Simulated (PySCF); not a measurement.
# KC+: bond curves at several levels of theory

The task here is to estimate one member of a computed series from the others.

Program: PySCF 2.14.0. Level of theory: K pcseg-1, C pcseg-1, no relativity. These are calculated values, not measurements.

Set-up of the first run:

Settings of the job:

* atoms: K, C
* charge: 1
* basis: K pcseg-1, C pcseg-1
* Hamiltonian: no relativity
* basis functions: 38
* electrons treated: 24
* masses in u: 38.9637, 12.0000
* levels: PBE0, PBE, r²SCAN, BLYP, r²SCANh, TPSSh, CAM-B3LYP, HF, MP2, SCS-MP2, CCSD, CCSD(T)
* grid: 80 radial by 434 angular points
* occupations: held fixed by the projection of orbital angular momentum
* dissociation limit: K+ + C, each in its ground configuration
* starting distance in angstrom: 2.755
* values of 2S to try: 0, 2

Launch:

```console
$ OMP_NUM_THREADS=1 python dia.py task.json out
```

Among the steps run: Input; PBE0 along the bond; Excited determinants; PBE (GGA); r²SCAN; BLYP (GGA); r²SCANh (hybrid meta-GGA); TPSSh; CAM-B3LYP (range-separated hybrid); UHF; Adding correlation.

One table of the session follows, with a row left open; its other results are not shown here.

It belongs to the step «The curves together». Energy (eV) from each level's lowest point:

```
R (Å)    UHF  UHF-MP2  UHF-SCS-MP2  UHF-CCSD  UHF-CCSD(T)
2.806  0.129    0.115        0.119       n/a          n/a
2.937  0.063    0.055        0.057     0.057        0.056
3.067  0.026    0.021        0.022     0.023        0.022
3.165  0.010    0.007        0.008     0.008        0.008
3.263  0.003    0.001        0.002     0.002        0.001
3.361  0.000    0.000        0.000     0.000        0.000
3.491  0.002    0.004        0.003     0.003        0.004
3.655      ?        ?            ?         ?            ?
3.850  0.021    0.029        0.028     0.028        0.029
4.111  0.038    0.050        0.048       n/a          n/a
```

Q: Estimate the row for R (Å) = 3.655 from the others.

Worked estimate for «UHF». A straight line through the neighbours (3.491, 0.002) and (3.850, 0.021) gives 0.002 + (0.021 − 0.002) × (3.655 − 3.491) / (3.850 − 3.491) = 0.011; a parabola fitted to 4 rows on both sides gives 0.010.

**Answer.** UHF: 0.009; UHF-MP2: 0.014; UHF-SCS-MP2: 0.013; UHF-CCSD: 0.013; UHF-CCSD(T): 0.013. In «UHF» the line misses by +0.002 and the parabola by +0.001.

Caveats from the session: The bond is weak, and basis-set superposition, which was not computed, may be a sizeable part of it.
